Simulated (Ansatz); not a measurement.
# Si5C2: the cost of one run

Method: DFT PBE, scalar-relativistic, plane waves, PAW, unless a step names another level, in Ansatz 0.2.0.

7 further runs of the same task are left out: 7 that didn't finish.

### 1 The system as given

Symmetry: R3m, No. 160, trigonal system. The conventional cell has a = 3.101 Å, b = 3.101 Å, c = 67.462 Å, α = 90.00°, β = 90.00°, γ = 120.00°. Si (site symmetry 3m) has 4 C at 1.89 to 1.90 Å as nearest neighbours. Si (site symmetry 3m) has 4 Si at 2.56 to 2.58 Å as nearest neighbours. Si (site symmetry 3m) is surrounded by 4 Si at 2.41 to 2.58 Å. Around Si (site symmetry 3m) lie 1 C at 1.90 Å. Around Si (site symmetry 3m) lie 4 C at 1.90 Å. Si (site symmetry 3m) is surrounded by 4 Si at 2.38 to 2.41 Å. Si (site symmetry 3m) is surrounded by 4 Si at 2.41 to 2.56 Å. Si (site symmetry 3m) has 4 C at 1.90 to 1.91 Å as nearest neighbours. Only part of the 14 independent sites is listed.

Structure file:

```xyz
14
Lattice="1.5507 0.8953 22.4872 -1.5507 0.8953 22.4872 0.0000 -1.7905 22.4872" Properties=species:S:1:pos:R:3 pbc="T T T"
Si    0.0000    0.0000   49.0422
Si    0.0000    0.0000   19.8347
Si    0.0000    0.0000   22.4133
Si    0.0000    0.0000    1.5466
Si    0.0000    0.0000   29.0824
Si    0.0000    0.0000   38.0824
Si    0.0000    0.0000   40.4916
Si    0.0000    0.0000    9.1198
Si    0.0000    0.0000   56.6196
Si    0.0000    0.0000   59.0042
C     0.0000    0.0000   50.9392
C     0.0000    0.0000    3.4498
C     0.0000    0.0000   30.9820
C     0.0000    0.0000   11.0270
```

It came out lowest among 20 distinct ends of the trial cells. At a tolerance of 0.05 Å it has space group R3m (No. 160).

### 2 Static run: bands, density of states and charges

Input file input.yaml:

```yaml
crystal:
  lattice:
    - [1.5506587534, 0.8952732487, 22.4871870027]
    - [-1.5506587534, 0.8952732487, 22.4871870027]
    - [0.0, -1.7905464974, 22.4871870027]
  atoms:
    - { symbol: Si, position: [0.7269655764, 0.7269655764, 0.7269655764] }
    - { symbol: Si, position: [0.2940155442, 0.2940155442, 0.2940155442] }
    - { symbol: Si, position: [0.3322374567, 0.3322374567, 0.3322374567] }
    - { symbol: Si, position: [0.0229251206, 0.0229251206, 0.0229251206] }
    - { symbol: Si, position: [0.4310951988, 0.4310951988, 0.4310951988] }
    - { symbol: Si, position: [0.5645052525, 0.5645052525, 0.5645052525] }
    - { symbol: Si, position: [0.6002167817, 0.6002167817, 0.6002167817] }
    - { symbol: Si, position: [0.1351849995, 0.1351849995, 0.1351849995] }
    - { symbol: Si, position: [0.8392874993, 0.8392874993, 0.8392874993] }
    - { symbol: Si, position: [0.8746350531, 0.8746350531, 0.8746350531] }
    - { symbol: C, position: [0.7550850068, 0.7550850068, 0.7550850068] }
    - { symbol: C, position: [0.0511370695, 0.0511370695, 0.0511370695] }
    - { symbol: C, position: [0.4592539566, 0.4592539566, 0.4592539566] }
    - { symbol: C, position: [0.1634554843, 0.1634554843, 0.1634554843] }
basis:
  ecutwfc: 420
kpoints:
  mp_grid: { grid: [12, 12, 12] }
  band_path:
    path:
      - [[0.0, 0.0, 0.0], [-0.5, -0.5, -0.5], [-0.5, -0.16772336, -0.83227664]]
      - [[-0.16772336, 0.16772336, -0.5], [0.0, 0.0, -0.5], [0.0, 0.0, 0.0], [0.0, 0.33386168, -0.33386168]]
      - [[-0.33386168, 0.0, -0.66613832], [-0.5, 0.0, -0.5], [0.0, 0.0, 0.0]]
    npoints: 10
hamiltonian:
  xc: pbe
scf:
  occupations: { method: gaussian, width: 0.1 }
  n_extra_bands: 35
output:
  forces: true
  stress: true
  eigenvalues: true
  populations: true
  dos: { projected: true, de: 0.02, nscf_kmesh: { grid: [15, 15, 15] } }
  bader: false
  write_density: true
  write_potential: true
  elf: true
  volumetric_format: npy
```

Started as:

```sh
$ ansatz run input.yaml --threads 1 --pin off --max-ram 2560MiB --backend cpu --events-out ev --progress --plain --runs-dir out
```

Q: Estimate wall time and peak memory on 1 thread of Intel Xeon at 2.50GHz (Skylake/Cascade Lake), shared host.

About 21 min, with a peak of 2.5 GiB.
